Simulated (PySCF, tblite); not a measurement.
# C₅H₇N₂Si radical: geometry, infrared bands and EPR parameters

Wanted: the infrared bands and EPR parameters of C₅H₇N₂Si radical (`[SiH3]Cc1nc[c]cn1`), by calculation.

Programs: tblite 0.8.0 and PySCF 2.14.0, with density-fitted response routines of our own. Each step states its level of theory. These are calculated values for one molecule in the gas phase, unless marked as measured. Atoms are numbered from 0 throughout.

### 1 The starting structure

15 atoms, charge 0, multiplicity 2; geometry from: force field or distance geometry start.

Bonds of the start (Å): Si0–C1 1.84, C1–C2 1.52, C2–N3 1.33, N3–C4 1.36, C4–C5 1.37, C5–C6 1.38, C6–N7 1.34, N7–C2 1.35, Si0–H8 1.49, Si0–H9 1.49, Si0–H10 1.49, C1–H11 1.08, C1–H12 1.09, C4–H13 1.08, C6–H14 1.09.

### 2 Geometry optimisation with GFN2-xTB

What the job is given:

```
{"job": {"kind": "relax", "xc": "GFN2-xTB", "basis": "xTB"}, "charge": 0, "multiplicity": 2}
Si    -2.397200     0.323500    -0.224300
C     -0.901300    -0.286200    -1.104700
C      0.368100    -0.180200    -0.278000
N      0.698000    -1.212400     0.491300
C      1.835700    -1.090200     1.221400
C      2.639800     0.024100     1.181100
C      2.204300     1.030400     0.347200
N      1.082600     0.963200    -0.384400
H     -3.588400     0.169000    -1.105000
H     -2.693900    -0.438900     1.024700
H     -2.310000     1.768000     0.118200
H     -0.762800     0.258000    -2.030600
H     -1.041800    -1.339000    -1.369000
H      2.097900    -1.939500     1.835700
H      2.764600     1.958300     0.254400
```

Run with:

```console
> OMP_NUM_THREADS=1 python probes_run.py task.json out
```

This one command runs all jobs of the session in turn.

**Question.** This job is followed by: GFN2-xTB harmonic vibrations, gas phase; UKS B3LYP, pcH-1 on C H N Si, non-relativistic, mean-field spin-orbit, GIAO. What will the session give for the following? strongest single infrared mode (GFN2-xTB); zero-point energy (GFN2-xTB); g(iso) (B3LYP); ⟨S²⟩; largest a(iso) (averaged by class); potential on the surface of density 0.002 e/bohr³, 1st and 99th percentile.

**Answer**, as computed:

```
                                                                  quantity                 value
                                 strongest single infrared mode (GFN2-xTB)  777 cm⁻¹, 385 km/mol
                                              zero-point energy (GFN2-xTB)         64.4 kcal/mol
                                                            g(iso) (B3LYP)               2.00265
                                                                      ⟨S²⟩    0.757 (exact 0.75)
                                        largest a(iso) (averaged by class)  13C on C5, 403.0 MHz
potential on the surface of density 0.002 e/bohr³, 1st and 99th percentile    -1.34 V and 1.12 V
```

**Reading.** Over 37 steps the energy fell by 0.231 eV; of the close pairs, Si0–C1 changed most, 1.840 to 1.916 Å. No mode is imaginary among the 39: a minimum at this level. The strongest single mode, at 777 cm⁻¹, is carried by H10, H9, Si0. GFN2-xTB is a fitted tight-binding method: band positions and strengths are rough. Its intensities can rank the bands wrongly. Most of the unpaired spin sits on C5 (0.96 e). The isotropic g lies 0.3 ppt above the free-electron value. The conformer search found further structures of the same energy, which may be mirror or relabelled copies of this one.
